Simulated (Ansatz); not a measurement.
**singlet CH4ClGe+ at 6 levels**

Aim: a comparison of 6 runs (CAM-B3LYP/def2-SVP, PBE/def2-SVP, r2SCAN/def2-SVP, revPBE/def2-SVP, RPA@PBE/def2-SVP, CCSD/def2-SVP) of singlet CH4ClGe+. 

The calculation is run with Ansatz 0.2.0.

68 further runs of the same task are left out: 68 set aside as unsound or not needed.

## 1. The system as given

CH4ClGe+ has 7 atoms, charge +1, and is taken as a singlet. SMILES of the parent species: `[CH3][GeH][Cl]`. Geometry: relaxed at PBE0-D4/def2-TZVP. That shape belongs to the parent species and isn't relaxed for this state.

Bond lengths: C1–Ge2 1.957 Å, Ge2–Cl3 2.169 Å, C1–H4 1.092 Å, C1–H5 1.089 Å, C1–H6 1.091 Å, Ge2–H7 1.553 Å. Angles: C1–Ge2–Cl3 107.0°, C1–Ge2–H7 112.6°, Cl3–Ge2–H7 105.6°, Ge2–C1–H4 108.6°, Ge2–C1–H5 110.0°, Ge2–C1–H6 109.8°, H4–C1–H5 109.4°, H4–C1–H6 109.5°, H5–C1–H6 109.6°.

## 2. A single-point energy at CAM-B3LYP/def2-SVP (run 1)

Input file molecule.yaml:

```yaml
crystal:
  periodic: [false, false, false]
  atoms:
    - {symbol: C, position_ang: [-0.733100, 0.438400, -0.261900]}
    - {symbol: Ge, position_ang: [0.705400, -0.885500, -0.183100]}
    - {symbol: Cl, position_ang: [1.017000, -1.361700, 1.909500]}
    - {symbol: H, position_ang: [-0.433400, 1.314500, 0.317300]}
    - {symbol: H, position_ang: [-1.646200, 0.021400, 0.160800]}
    - {symbol: H, position_ang: [-0.909900, 0.729400, -1.298200]}
    - {symbol: H, position_ang: [2.061400, -0.324500, -0.690100]}
basis:
  gaussian:
    orbitals: def2-SVP
total_charge: 1
hamiltonian:
  xc: {name: CAM-B3LYP}
accuracy: high
output:
  orbitals: {seedname: orbitals}
```

Command:

```
$ ansatz run molecule.yaml --threads 1 --pin off --max-ram 3480MiB --events-out events.jsonl --progress --plain --runs-dir runs
```

What it wrote:

```text
Warning: RAYON_NUM_THREADS=1 ignored (pool sized by the plan → 1); use --threads N
Functional definition: CAM-B3LYP
  name "CAM-B3LYP"
  parameter alpha = 0.19
  parameter beta = 0.46
  parameter omega = 0.33/bohr
  parameter ac = 0.81
  exchange = (1 - alpha - beta)*b88_x + beta*b88_x_sr(omega) + alpha*exact_x + beta*exact_x_lr(omega)
  correlation = (1 - ac)*vwn5_c + ac*lyp_c
1778 factors; integrals over basis functions are off by at most 4.7e-9 eV
371 factors; integrals over basis functions are off by at most 1.7e-9 eV
mean field evaluation 1: about -70117.6917 eV, gradient 5.7e1 eV
mean field evaluation 2: about -70115.2778 eV, gradient 6.3e1 eV
mean field evaluation 4: about -70125.7410 eV, gradient 3.2e0 eV
mean field evaluation 8: about -70125.8491 eV, gradient 2.2e-1 eV
mean field evaluation 16: about -70125.8493 eV, gradient 9.9e-5 eV
mean field -70125.84928103 eV, -2577.0774280701 hartree, gradient 1.8e-8 eV, S^2 0.000000; 0 other end points of the search recorded, 0 dependent functions left out
reference -70125.84929834 eV, -2577.0774287061 hartree; 29, 29 occupied and 55, 55 virtual orbitals, 1778 factors
Total energy: -70125.84929834 eV, -2577.0774287061 hartree
```

Run time: 8.7 s. Hardware: 1 thread of Arm Neoverse V1, shared host; peak memory 0.32 GiB.

## 3. A single-point energy at PBE/def2-SVP (run 2)

Input file in.yaml:

```yaml
crystal:
  periodic: [false, false, false]
  atoms:
    - {symbol: C, position_ang: [-0.733100, 0.438400, -0.261900]}
    - {symbol: Ge, position_ang: [0.705400, -0.885500, -0.183100]}
    - {symbol: Cl, position_ang: [1.017000, -1.361700, 1.909500]}
    - {symbol: H, position_ang: [-0.433400, 1.314500, 0.317300]}
    - {symbol: H, position_ang: [-1.646200, 0.021400, 0.160800]}
    - {symbol: H, position_ang: [-0.909900, 0.729400, -1.298200]}
    - {symbol: H, position_ang: [2.061400, -0.324500, -0.690100]}
basis:
  gaussian:
    orbitals: def2-SVP
total_charge: 1
hamiltonian:
  xc: pbe
accuracy: high
output: {orbitals: {seedname: orbitals}}
```

Command:

```
$ ansatz run in.yaml --threads 1 --pin off --max-ram 3480MiB --events-out events.jsonl --progress --plain --runs-dir runs
```

What it wrote:

```text
Warning: RAYON_NUM_THREADS=1 ignored (pool sized by the plan → 1); use --threads N
Functional definition: PBE
  name "PBE"
  parameter kappa = 0.804
  parameter beta = 0.06672455060314922
  exchange = pbe_x(kappa = kappa, mu = beta*pi^2/3)
  correlation = pbe_c(beta = beta)
1778 factors; integrals over basis functions are off by at most 4.7e-9 eV
mean field evaluation 1: about -70093.9047 eV, gradient 7.5e1 eV
mean field evaluation 2: about -70030.1948 eV, gradient 1.3e2 eV
mean field evaluation 4: about -70107.3663 eV, gradient 1.4e1 eV
mean field evaluation 8: about -70107.9471 eV, gradient 2.5e-1 eV
mean field evaluation 16: about -70107.9422 eV, gradient 2.4e-5 eV
mean field -70107.94216285 eV, -2576.4193536149 hartree, gradient 5.6e-8 eV, S^2 0.000000; 0 other end points of the search recorded, 0 dependent functions left out
reference -70107.94216578 eV, -2576.4193537226 hartree; 29, 29 occupied and 55, 55 virtual orbitals, 1778 factors
Total energy: -70107.94216578 eV, -2576.4193537226 hartree
```

Wall time 6 s (1 thread of Arm Neoverse V1, shared host); peak memory 0.2 GiB.

Runs 3 to 5 aren't shown in full; the table further down has their settings and results.

## 4. The energy at CCSD/def2-SVP (run 6)

Input file run.yaml:

```yaml
crystal:
  periodic: [false, false, false]
  atoms:
    - {symbol: C, position_ang: [-0.733100, 0.438400, -0.261900]}
    - {symbol: Ge, position_ang: [0.705400, -0.885500, -0.183100]}
    - {symbol: Cl, position_ang: [1.017000, -1.361700, 1.909500]}
    - {symbol: H, position_ang: [-0.433400, 1.314500, 0.317300]}
    - {symbol: H, position_ang: [-1.646200, 0.021400, 0.160800]}
    - {symbol: H, position_ang: [-0.909900, 0.729400, -1.298200]}
    - {symbol: H, position_ang: [2.061400, -0.324500, -0.690100]}
basis:
  gaussian:
    orbitals: def2-SVP
total_charge: 1
correlation:
  method: ccsd
  frozen_orbitals: {C: 1, Cl: 5, Ge: 9, H: 0}
accuracy: high
scf:
  omitted_lower_state_checks: [cluster_reference, increment]
```

Command:

```
$ ansatz run run.yaml --threads 1 --pin off --max-ram 3480MiB --events-out events.jsonl --progress --plain --runs-dir runs
```

What it wrote:

```text
Warning: RAYON_NUM_THREADS=1 ignored (pool sized by the plan → 1); use --threads N
[... 11 lines left out ...]
15 core orbitals not correlated: weight in the atoms' cores, before any rotation towards them, 1.000 or more for the frozen orbitals, at most 0.000 for the correlated occupied ones
[... 27 lines left out ...]
Total energy: -70065.60313148 eV, -2574.8634229103 hartree
Checks for a lower state left out: cluster_reference, increment
```

Wall time 13 s (1 thread of Arm Neoverse V1, shared host); peak memory 0.4 GiB.

## 5. All runs side by side

| run | level | frozen core orbitals | energy (Eh) | HOMO energy (eV) | LUMO energy (eV) | HOMO–LUMO gap (eV) | wall time |
| --- | --- | --- | --- | --- | --- | --- | --- |
| 1 | CAM-B3LYP/def2-SVP | – | -2577.077429 | -15.80 | -9.50 | 6.30 | 8.7 s |
| 2 | PBE/def2-SVP | – | -2576.419354 | -13.19 | -11.25 | 1.94 | 6 s |
| 3 | r2SCAN/def2-SVP | – | -2576.917221 | -13.54 | -11.25 | 2.28 | 13 s |
| 4 | revPBE/def2-SVP | – | -2576.729768 | -13.16 | -11.19 | 1.98 | 6 s |
| 5 | RPA@PBE/def2-SVP | 15 | -2575.096360 | – | – | – | 14 s |
| 6 | CCSD/def2-SVP | 15 | -2574.863423 | – | – | – | 13 s |

## 6. What came out

| quantity | value |
| --- | --- |
| run 6: total energy | -2574.86342 Eh |
| run 6: correlation energy (15 core orbitals frozen) | -521.0 mEh |
| run 6: T1 diagnostic | 0.017 |

What this shows: Over runs 1, 2, 3, 4 the HOMO–LUMO gap runs from 1.94 eV (PBE/def2-SVP) to 6.30 eV (CAM-B3LYP/def2-SVP). Totals of different functionals can't be ranked against each other. All runs together took 61 s, the longest 14 s.
